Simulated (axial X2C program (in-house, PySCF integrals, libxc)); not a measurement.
**A two-component session on AuO⁻: properties at the nuclei**

Wanted for AuO⁻: properties at the nuclei, at the two-component level.

Computed with an in-house X2C program for linear molecules on PySCF integrals. Level: two-component X2C with atomic mean-field terms, Au dyall-acv3z, O dyall-av3z.

All values are calculated.

### Step 1. Input

task.json reads:

```json
{
 "zs": [
  79,
  8
 ],
 "q": -1,
 "bas": [
  "dyall-acv3z",
  "dyall-av3z"
 ],
 "r0": 1.78,
 "levels": [
  "PBE0",
  "HF",
  "r2SCAN",
  "BHandHLYP",
  "PBE"
 ],
 "nst": 3
}
```

Keys: zs atomic numbers; q charge; bas basis sets; r0 starting distance in Å; levels methods (HF also brings MP2); nst determinants followed.

On the command line:

```bash
$ python soeom.py task.json out
```

Nuclei are Gaussian, cores are contracted, and the Gaunt term is on.

### Step 2. Expectation values, lowest determinant

R = 1.845 Å. State: Ω = 0 (closed shell).

Output of the PBE0 run:

```text
two-component X2C + atomic mean field  PBE0
basis functions 241  fitting functions 1196  grid points 5077
iter        total energy     max residual
   1     -19092.253955288     6.33e-05
   2     -19092.253955290     5.27e-05
   3     -19092.253955315     8.66e-06
   4     -19092.253955316     4.39e-06
converged
one-electron -26530.97597680  Coulomb 7653.33653166  exact exchange -93.04339984  xc functional -285.15917933  nuclear repulsion 181.26829122  atomic mean-field constant -17.68022222
```

The highest occupied spinor is 61% O p, 26% Au d, 8% Au p.

```tsv
level	qzz Au (a.u.)	qzz O (a.u.)
PBE0	4.54	2.46
HF	1.71	2.80
r2SCAN	5.25	2.52
BHandHLYP	3.59	2.64
PBE	5.60	2.33
```

Eeff is the effective electric field on the electron dipole moment in this Ω state and Ws the scalar–pseudoscalar constant (defined with the proton number Z and per Ω); A∥ is the parallel hyperfine constant, which follows by multiplying with the nuclear g factor gI = μI/(I μN); qzz is the electric field gradient, eQq0 = 234.96 MHz × Q/barn × qzz. The operators were transformed with the bare-nucleus X2C matrices.

### Step 3. Expectation values, a higher determinant

R = 1.845 Å. State: Ω = 2 (excess of +ω over −ω: ω = 1/2, ω = 3/2), 0.44 eV above the lowest in the PBE0 search for states (made at or near this distance, with looser thresholds).

Output of the PBE0 run:

```text
two-component X2C + atomic mean field  PBE0
basis functions 241  fitting functions 1196  grid points 5077
iter        total energy     max residual
   1     -19092.237827920     7.82e-05
   2     -19092.237827921     2.50e-05
   3     -19092.237827930     3.43e-05
   4     -19092.237827931     2.55e-05
   5     -19092.237827931     3.93e-06
converged
one-electron -26529.82618636  Coulomb 7652.19588454  exact exchange -93.05063773  xc functional -285.14495738  nuclear repulsion 181.26829122  atomic mean-field constant -17.68022222
```

The highest occupied spinor is 36% Au s, 28% Au p, 17% O p.

```tsv
level	Eeff magnitude (GV/cm)	Ws magnitude Au (kHz)	A∥/gI Au (MHz)	qzz Au (a.u.)	A∥/gI O (MHz)	qzz O (a.u.)
PBE0	55.9	34.3	760	-3.87	171	0.10
HF	55.3	34.1	-60	-8.68	221	-0.43
r2SCAN	58.4	35.8	893	-3.29	160	0.22
BHandHLYP	59.5	36.3	610	-5.38	202	-0.17
PBE	47.7	29.4	891	-1.96	147	0.33
```

### Step 4. Expectation values, a higher determinant

R = 1.845 Å. State: Ω = 1 (excess of +ω over −ω: ω = -1/2, ω = 3/2), 0.64 eV above the lowest in the PBE0 search for states (made at or near this distance, with looser thresholds).

Output of the PBE0 run:

```text
two-component X2C + atomic mean field  PBE0
basis functions 241  fitting functions 1196  grid points 5077
iter        total energy     max residual
   1     -19092.230437859     9.53e-05
   2     -19092.230437865     6.20e-05
   3     -19092.230437869     2.78e-05
   4     -19092.230437870     6.76e-05
   5     -19092.230437871     5.65e-06
converged
one-electron -26529.58909028  Coulomb 7651.95536249  exact exchange -93.04731718  xc functional -285.13746190  nuclear repulsion 181.26829122  atomic mean-field constant -17.68022222
```

The highest occupied spinor is 36% Au s, 30% Au p, 17% O p.

```tsv
level	Eeff magnitude (GV/cm)	Ws magnitude Au (kHz)	A∥/gI Au (MHz)	qzz Au (a.u.)	A∥/gI O (MHz)	qzz O (a.u.)
PBE0	48.6	56.6	-1220	-3.95	167	0.05
HF	37.5	44.6	-831	-9.13	278	-0.50
r2SCAN	46.9	54.9	-883	-3.18	125	0.22
BHandHLYP	51.1	59.5	-1380	-5.67	217	-0.25
PBE	41.9	48.8	-1010	-1.92	116	0.32
```

### Step 5. Summary of results

```
                                        quantity                                            value
                              lowest determinant                             Ω = 0 (closed shell)
                             qzz Au (a.u.), PBE0                                             4.54
                              qzz O (a.u.), PBE0                                             2.46
                              higher determinant   Ω = 2 (excess of +ω over −ω: ω = 1/2, ω = 3/2)
Eeff magnitude (GV/cm), PBE0, higher determinant                                             55.9
 Ws magnitude Au (kHz), PBE0, higher determinant                                             34.3
        A∥/gI Au (MHz), PBE0, higher determinant                                              760
         qzz Au (a.u.), PBE0, higher determinant                                            -3.87
                              higher determinant  Ω = 1 (excess of +ω over −ω: ω = -1/2, ω = 3/2)
Eeff magnitude (GV/cm), PBE0, higher determinant                                             48.6
 Ws magnitude Au (kHz), PBE0, higher determinant                                             56.6
        A∥/gI Au (MHz), PBE0, higher determinant                                            -1220
         qzz Au (a.u.), PBE0, higher determinant                                            -3.95
```

**Reading.** The expectation values come from single determinants, which for open shells can mix terms of unlike spin or miss the lowest Ω, so a determinant need not be a state. Eeff is the effective electric field on the electron dipole moment in this Ω state and Ws the scalar–pseudoscalar constant (defined with the proton number Z and per Ω); A∥ is the parallel hyperfine constant, which follows by multiplying with the nuclear g factor gI = μI/(I μN); qzz is the electric field gradient, eQq0 = 234.96 MHz × Q/barn × qzz. The operators were transformed with the bare-nucleus X2C matrices.
